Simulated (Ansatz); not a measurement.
# CH4Cl2SSn: small, medium and large basis sets

The task here is to estimate one member of a computed series from the others.

Computed with Ansatz 0.2.0, Gaussian basis. Level: one geometry, several basis sets.

Plan: PBE0-D4/def2-SVP; ωB97M-V/def2-SVP; PBE0-D4/def2-QZVPP; ωB97M-V/def2-QZVPP; the functionals' def2-TZVPP values are taken from earlier runs.

### The geometry

The geometry comes from an earlier relaxation with PBE0-D4 in a triple-zeta def2 set; it is a stationary point, not always the lowest conformer. Sn takes the def2 core potential; no spin-orbit term is included.

9 atoms, charge 0, spin multiplicity 1.

Atoms are counted from 1 here; the program's logs count them from 0.

Bond lengths: C1–Sn2 2.116 Å, C1–H6 1.089 Å, C1–H7 1.089 Å, C1–H8 1.089 Å, Sn2–S3 2.379 Å, Sn2–Cl4 2.323 Å, Sn2–Cl5 2.323 Å, S3–H9 1.344 Å. Angles: Sn2–C1–H6 109.0°, Sn2–C1–H7 108.2°, Sn2–C1–H8 109.0°, H6–C1–H7 110.1°, H6–C1–H8 110.3°, H7–C1–H8 110.1°, C1–Sn2–S3 113.7°, C1–Sn2–Cl4 110.4°, C1–Sn2–Cl5 110.4°, S3–Sn2–Cl4 108.8°, S3–Sn2–Cl5 108.8°, Cl4–Sn2–Cl5 104.2°, Sn2–S3–H9 92.4°.

Coordinates:

```
C    -1.55650   -0.23459    0.22728
Sn    0.45936    0.20792   -0.23979
S     2.03235   -0.94183    1.12581
Cl    0.90063   -0.28193   -2.46732
Cl    0.84850    2.49175   -0.06912
H    -1.72484   -1.30256    0.09541
H    -2.19516    0.33139   -0.44910
H    -1.75329    0.05511    1.25859
H     3.07734   -0.37156    0.50114
```

The first run:

Contents of in.yaml:

```yaml
crystal:
  periodic: [false, false, false]
  atoms:
    - {symbol: C, position_ang: [-1.556498, -0.234588, 0.227282]}
    - {symbol: Sn, position_ang: [0.459363, 0.207917, -0.239794]}
    - {symbol: S, position_ang: [2.032352, -0.941834, 1.125808]}
    - {symbol: Cl, position_ang: [0.900627, -0.281932, -2.467316]}
    - {symbol: Cl, position_ang: [0.848501, 2.491751, -0.069119]}
    - {symbol: H, position_ang: [-1.724841, -1.302557, 0.095413]}
    - {symbol: H, position_ang: [-2.195157, 0.331393, -0.449101]}
    - {symbol: H, position_ang: [-1.753294, 0.055111, 1.258590]}
    - {symbol: H, position_ang: [3.077344, -0.371559, 0.501136]}
basis:
  gaussian: {orbitals: def2-SVP}
hamiltonian: {xc: pbe0, dispersion: d4}
output: {orbitals: {seedname: orbitals}}
```

Command:

```console
> ansatz run in.yaml --threads 4 --pin off --events-out ev --progress --plain --max-ram 10444MiB
```

Among the steps run: PBE0-D4 in def2-SVP; ωB97M-V in def2-SVP; PBE0-D4 in def2-QZVPP; ωB97M-V in def2-QZVPP.

One of the session's tables, all rows but one given; the rest of the session is left out.

It belongs to the step «Density functionals: the series». 

```
functional       basis  HOMO (eV)  LUMO (eV)
   PBE0-D4    def2-SVP      -7.81      -1.54
   PBE0-D4  def2-TZVPP      -7.95      -1.75
   PBE0-D4  def2-QZVPP      -7.98      -1.81
   ωB97M-V    def2-SVP      -9.98       0.57
   ωB97M-V  def2-TZVPP          ?          ?
   ωB97M-V  def2-QZVPP     -10.20       0.10
```

Estimate the missing values for ωB97M-V, def2-TZVPP.

The run gave: HOMO (eV): -10.16; LUMO (eV): 0.25. In the column «HOMO (eV)» it lies between ωB97M-V, def2-QZVPP (-10.20) and ωB97M-V, def2-SVP (-9.98).
